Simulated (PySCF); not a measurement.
**One shape, several levels: CH5AlBNO (SMILES N[BH][Al]1[CH2][O]1)**

We compute a comparison of 5 runs (HF/STO-3G, HF/def2-SVP, B3LYP/6-31G*, PBE0/def2-SVP, wB97X/def2-SVPD) of CH5AlBNO. The job is set up through a Python script.

The results are computed with PySCF 2.14.0.

### Step 1. Starting point

CH5AlBNO has 10 atoms, charge 0, and is taken as a singlet. SMILES: `N[BH][Al]1[CH2][O]1`. The shape is that of a PBE0-D4/def2-TZVP optimisation. This is one conformer, not always the lowest.

Bond lengths: N1–B2 1.385 Å, B2–Al3 2.119 Å, Al3–C4 1.895 Å, Al3–O5 1.720 Å, C4–O5 1.474 Å, N1–H6 1.008 Å, N1–H7 1.006 Å, B2–H8 1.200 Å, C4–H9 1.091 Å, C4–H10 1.091 Å. Some angles: N1–B2–Al3 123.6°, B2–Al3–C4 172.0°, B2–Al3–O5 140.1°, C4–Al3–O5 47.8°, Al3–C4–O5 59.9°, Al3–O5–C4 72.3°, N1–B2–H8 116.8°, Al3–B2–H8 119.6°, B2–N1–H6 122.3°, B2–N1–H7 124.9°.

### Step 2. Energy and gradient at HF/STO-3G (run 1)

File input.py:

```python
# N[BH][Al]1[CH2][O]1
import pyscf.grad
from pyscf import gto, scf

molecule = gto.M(
    atom='''
N       -1.733500      -1.681500       0.263300
B       -0.397400      -1.411600       0.508600
Al       0.551300       0.401100      -0.041400
C        1.426600       2.065800      -0.273200
O        1.145800       1.209100      -1.438900
H       -2.167800      -2.548400       0.540100
H       -2.367200      -1.062800      -0.213600
H        0.230100      -2.258800       1.081900
H        0.900100       3.020800      -0.315600
H        2.494900       2.215200      -0.108400
''',
    basis='sto-3g',
    max_memory=1860,
    verbose=3,
)

mf = scf.RHF(molecule)
mf.conv_tol = 1e-10
mf.kernel()
if not mf.converged:
    mf = mf.newton().run(mf.mo_coeff, mf.mo_occ)

energy = mf.e_tot
print('Final energy', energy)
grad = mf.Gradients().kernel()
mf.analyze()
```

Command:

```console
$ OMP_NUM_THREADS=1 python input.py
```

The log of the run:

```text
converged SCF energy = -431.271682071914
[... 13 lines left out ...]
MO #4   energy= -10.9155798386963  occ= 2
[... 5 lines left out ...]
MO #10  energy= -1.14771867619718  occ= 2
[... 5 lines left out ...]
MO #16  energy= -0.486214131800577 occ= 2
[... 5 lines left out ...]
MO #22  energy= -0.182189759955289 occ= 2
[... 5 lines left out ...]
MO #28  energy= 0.6481763425773    occ= 0
[... 5 lines left out ...]
MO #34  energy= 0.96512269923977   occ= 0
[... 11 lines left out ...]
Dipole moment(X, Y, Z, Debye): -3.30532, -2.89844,  2.26340
```

It took 2.2 s on 1 thread of Intel Xeon at 2.70GHz, shared host; peak memory 0.12 GiB.

### Step 3. Energy and forces at HF/def2-SVP (run 2)

File job.py:

```python
from pyscf import gto, scf

mol = gto.M(
    atom='''
N     -3.275840    -3.177574     0.497565
B     -0.750977    -2.667537     0.961115
Al     1.041806     0.757969    -0.078235
C      2.695883     3.903796    -0.516273
O      2.165248     2.284868    -2.719127
H     -4.096548    -4.815778     1.020641
H     -4.473360    -2.008401    -0.403646
H      0.434826    -4.268513     2.044495
H      1.700942     5.708485    -0.596398
H      4.714678     4.186121    -0.204846
''',
    basis='def2-svp',
    max_memory=1860,
    verbose=3,
    unit='bohr',
)

hf = scf.RHF(mol)
hf.conv_tol = 1e-10
hf.kernel()
if not hf.converged:
    hf = hf.newton().run(hf.mo_coeff, hf.mo_occ)

energy = hf.e_tot
print('Final energy', energy)
grad = hf.nuc_grad_method().kernel()
dip = hf.dip_moment()
pop, q = hf.mulliken_pop()
```

Command:

```console
$ OMP_NUM_THREADS=1 python job.py
```

The log of the run:

```text
converged SCF energy = -436.455942585778
Final energy -436.4559425857775
[... 8 lines left out ...]
Dipole moment(X, Y, Z, Debye): -3.46843, -2.76743,  2.56463
[... 110 lines left out ...]
charge of    9H =      0.03954
```

It took 11 s on 1 thread of Intel Xeon at 2.70GHz, shared host; peak memory 0.21 GiB.

### Step 4. Energy and forces at B3LYP/6-31G(d) (Cartesian functions) (run 3)

File input.xyz:

```xyz
10

N     -1.733500    -1.681500     0.263300
B     -0.397400    -1.411600     0.508600
Al     0.551300     0.401100    -0.041400
C      1.426600     2.065800    -0.273200
O      1.145800     1.209100    -1.438900
H     -2.167800    -2.548400     0.540100
H     -2.367200    -1.062800    -0.213600
H      0.230100    -2.258800     1.081900
H      0.900100     3.020800    -0.315600
H      2.494900     2.215200    -0.108400
```

File calc.py:

```python
# N[BH][Al]1[CH2][O]1
import pyscf.grad
from pyscf import gto, dft

system = gto.M(
    atom='input.xyz',
    max_memory=1860,
    spin=0,
    verbose=3,
    cart=True,
    basis='6-31g*',
    charge=0,
)

myscf = dft.RKS(system)
myscf.xc = 'b3lyp'
myscf.conv_tol = 1e-10
myscf.grids.level = 5
myscf.kernel()
if not myscf.converged:
    myscf = myscf.newton().run(myscf.mo_coeff, myscf.mo_occ)

e_tot = myscf.e_tot
print('Final energy', e_tot)
grad = myscf.Gradients().kernel()
myscf.analyze()
```

Command:

```console
$ OMP_NUM_THREADS=1 python calc.py
```

The log of the run:

```text
converged SCF energy = -438.373187643798
[... 23 lines left out ...]
MO #14  energy= -0.532797890225441 occ= 2
[... 14 lines left out ...]
MO #29  energy= 0.12209974334604   occ= 0
[... 14 lines left out ...]
MO #44  energy= 0.581848681610229  occ= 0
[... 14 lines left out ...]
MO #59  energy= 1.06288264006271   occ= 0
[... 14 lines left out ...]
MO #74  energy= 1.98815711789081   occ= 0
[... 14 lines left out ...]
MO #89  energy= 4.23359103727425   occ= 0
[... 11 lines left out ...]
Dipole moment(X, Y, Z, Debye): -3.41465, -2.50200,  1.85924
```

Run time: 50 s. Hardware: 1 thread of Intel Xeon at 2.70GHz, shared host; peak memory 0.91 GiB.

Run 4 isn't shown in full; the table further down has it.

### Step 5. Energy and gradient at wB97X/def2-SVPD (run 5)

input.xyz is that of step 4.

File run.py:

```python
import pyscf.grad
from pyscf import gto, dft

mol = gto.M(
    atom='input.xyz',
    verbose=4,
    max_memory=1860,
    basis='def2-svpd',
)

myscf = dft.RKS(mol, xc='wb97x')
myscf.conv_tol = 1e-10
myscf.grids.level = 5
myscf.kernel()
if not myscf.converged:
    myscf = myscf.newton().run(myscf.mo_coeff, myscf.mo_occ)

e_tot = myscf.e_tot
print('E = %.10f Eh' % e_tot)
grad = myscf.Gradients().kernel()
myscf.analyze()
```

Command:

```console
$ OMP_NUM_THREADS=1 python run.py
```

The log of the run:

```text
PySCF version 2.14.0

[... 122 lines left out ...]
MO #17  energy= -0.505757109482148 occ= 2
[... 25 lines left out ...]
MO #43  energy= 0.273679299404711  occ= 0
[... 25 lines left out ...]
MO #69  energy= 0.527730188328467  occ= 0
[... 25 lines left out ...]
MO #95  energy= 1.02757243182104   occ= 0
[... 25 lines left out ...]
MO #121 energy= 1.95124220926492   occ= 0
[... 25 lines left out ...]
MO #147 energy= 3.62684135842968   occ= 0
[... 160 lines left out ...]
Dipole moment(X, Y, Z, Debye): -3.35158, -2.71520,  2.25791
```

Wall time 2.4 min (1 thread of Intel Xeon at 2.70GHz, shared host); peak memory 1.7 GiB.

### Step 6. The series

| run | level | Cartesian functions | integration grid | energy (Eh) | dipole moment (D) | HOMO energy (eV) | LUMO energy (eV) | wall time |
| --- | --- | --- | --- | --- | --- | --- | --- | --- |
| 1 | HF/STO-3G | no | – | -431.271682 | 4.94 | -4.96 | 7.88 | 2.2 s |
| 2 | HF/def2-SVP | no | – | -436.455943 | 5.13 | -8.66 | 1.77 | 11 s |
| 3 | B3LYP/6-31G* (Cartesian functions) | yes | 5 | -438.373188 | 4.62 | -5.45 | -1.24 | 50 s |
| 4 | PBE0/def2-SVP | no | 5 | -437.801601 | 4.77 | -5.80 | -1.23 | 41 s |
| 5 | wB97X/def2-SVPD | no | 5 | -438.105361 | 4.87 | -8.29 | 0.56 | 2.4 min |

### Step 7. Summary of results

| quantity | value |
| --- | --- |
| run 5: total energy | -438.10536 Eh |
| run 5: dipole moment | 4.87 D |
| run 5: HOMO energy | -8.29 eV |
| run 5: LUMO energy | 0.56 eV |
| run 5: HOMO–LUMO gap | 8.85 eV |
| run 5: largest force on an atom | 0.541 eV/Å |

**Reading.** The dipole moment (its size) runs from 4.62 D (B3LYP/6-31G*) to 5.13 D (HF/def2-SVP). The two ends differ in method and basis. The HOMO–LUMO gap runs from 4.21 eV (B3LYP/6-31G*) to 12.83 eV (HF/STO-3G). Totals of different functionals can't be ranked against each other. In run 1 the basis is minimal, so the values are rough. All runs together took 4.1 min, the longest 2.4 min.
